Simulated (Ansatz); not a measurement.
**CH6ClFSi2: up Jacob's ladder to CCSD(T)**

Aim: compute CH6ClFSi2 with functionals from several rungs and with coupled cluster. The yardstick is the atomisation energy at the CCSD(T) limit.

The runs use Ansatz 0.2.0, Gaussian basis; functionals in def2-TZVPP, the program's frozen cores in correlated methods.

Plan: LDA (SPW92), PBE-D4, revPBE-D4, BLYP-D4, r2SCAN-D4, B97M-V, PBE0-D4, B3LYP-D4, r2SCANh-D4, r2SCAN0-D4, HSE06-D4, BHLYP-D4, CAM-B3LYP-D4, LC-ωPBE, ωB97X-V, ωB97M-V, B2PLYP, PBE-QIDH; CCSD(T)/def2-SVP; CCSD(T)/def2-TZVPP; MP2/def2-QZVPP; extrapolation to the limit; RPA on PBE.

### 1 Structure used throughout

All runs share one geometry, relaxed beforehand with PBE0-D4 in a triple-zeta def2 set.

11 atoms, charge 0, spin multiplicity 1.

Atoms are counted from 1 here; the program's logs count them from 0.

Bond lengths: F1–Si2 1.602 Å, Si2–C3 1.857 Å, Si2–H6 1.483 Å, Si2–H7 1.483 Å, C3–Si4 1.860 Å, C3–H8 1.096 Å, C3–H9 1.096 Å, Si4–Cl5 2.058 Å, Si4–H10 1.482 Å, Si4–H11 1.482 Å. Angles: F1–Si2–C3 109.1°, F1–Si2–H6 107.5°, F1–Si2–H7 107.5°, C3–Si2–H6 111.2°, C3–Si2–H7 111.1°, H6–Si2–H7 110.3°, Si2–C3–Si4 116.0°, Si2–C3–H8 108.5°, Si2–C3–H9 108.5°, Si4–C3–H8 108.0°, Si4–C3–H9 108.1°, H8–C3–H9 107.4°, C3–Si4–Cl5 109.7°, C3–Si4–H10 111.1°, C3–Si4–H11 111.1°, Cl5–Si4–H10 107.4°, Cl5–Si4–H11 107.4°, H10–Si4–H11 109.9°.

### 2 LDA

This LDA is Slater exchange with PW92 correlation.

Input file in.yaml:

```yaml
crystal:
  periodic: [false, false, false]
  atoms:
    - {symbol: F, position_ang: [-2.790409, -0.889636, 0.264569]}
    - {symbol: Si, position_ang: [-1.446065, -0.535567, -0.530686]}
    - {symbol: C, position_ang: [-0.153592, 0.021346, 0.680737]}
    - {symbol: Si, position_ang: [1.500193, 0.473533, -0.040408]}
    - {symbol: Cl, position_ang: [2.776852, 1.058731, 1.464110]}
    - {symbol: H, position_ang: [-1.770733, 0.539855, -1.499048]}
    - {symbol: H, position_ang: [-1.015554, -1.760982, -1.246767]}
    - {symbol: H, position_ang: [0.003174, -0.778389, 1.413552]}
    - {symbol: H, position_ang: [-0.537587, 0.892653, 1.223357]}
    - {symbol: H, position_ang: [1.378683, 1.608335, -0.986057]}
    - {symbol: H, position_ang: [2.120338, -0.686879, -0.722760]}
basis:
  gaussian: {orbitals: def2-TZVPP}
hamiltonian: {xc: lda}
output: {orbitals: {seedname: orbitals}}
```

Started as:

```console
> ansatz run in.yaml --threads 4 --pin off --events-out ev --progress --plain --max-ram 10444MiB
```

After this run come: PBE-D4 (GGA); revPBE-D4 (GGA); BLYP-D4 (GGA); r2SCAN-D4 (meta-GGA); B97M-V (meta-GGA); B3LYP-D4 (hybrid); r2SCANh-D4 (hybrid); r2SCAN0-D4 (hybrid); HSE06-D4 (hybrid); BHLYP-D4 (hybrid); CAM-B3LYP-D4 (range-separated); LC-ωPBE (range-separated); ωB97X-V (range-separated); ωB97M-V (range-separated); B2PLYP (double hybrid); PBE-QIDH (double hybrid); CCSD(T) in def2-SVP; CCSD(T) in def2-TZVPP; MP2 in def2-QZVPP; RPA on PBE orbitals.

Q: Predict the results of all the runs planned. Wanted: atomisation energy, CCSD(T)/CBS; farthest beyond LDA; mean size of error, GGA; mean size of error, meta-GGA; mean size of error, hybrid; mean size of error, range-separated; mean size of error, double hybrid; gap, smallest and largest; T1 diagnostic.

The runs gave:

```
                               quantity                                                      value
        atomisation energy, CCSD(T)/CBS                                             917.9 kcal/mol
functionals within 4.6 kcal/mol (0.5 %)  PBE-D4, r2SCAN-D4, B97M-V, CAM-B3LYP-D4, ωB97X-V, ωB97M-V
                    farthest beyond LDA                                  BHLYP-D4 (-21.6 kcal/mol)
                mean size of error, GGA                                              13.8 kcal/mol
           mean size of error, meta-GGA                                               1.4 kcal/mol
             mean size of error, hybrid                                              11.0 kcal/mol
    mean size of error, range-separated                                               3.8 kcal/mol
      mean size of error, double hybrid                                              12.5 kcal/mol
              gap, smallest and largest                  5.93 eV (LDA (SPW92)), 13.26 eV (LC-ωPBE)
                          T1 diagnostic                                                     0.0103
triples share of the correlation energy                                                      3.4 %
```

In words: The LDA atomisation energy is off by 102.2 kcal/mol (11 %): it overbinds. PBE-D4 is off by -3.9 kcal/mol. Double hybrids carry the basis error of their MP2 part in triple zeta, and no dispersion term here, so their miss is partly the set-up's. The rungs meta-GGA, range-separated miss on average by less than the doubt on the reference (4.6 kcal/mol), so they tie. Misses under about 4.6 kcal/mol are within the doubt on the reference itself, which lacks core-valence correlation, relativity and higher excitations. Hartree-Fock recovers 76 % of the binding; the rest is correlation. CCSD(T) in def2-SVP is off by -65.6 kcal/mol, which most functionals beat. The gap grows from 5.9 to 13.3 eV across the functionals, mostly with the share of exact exchange.
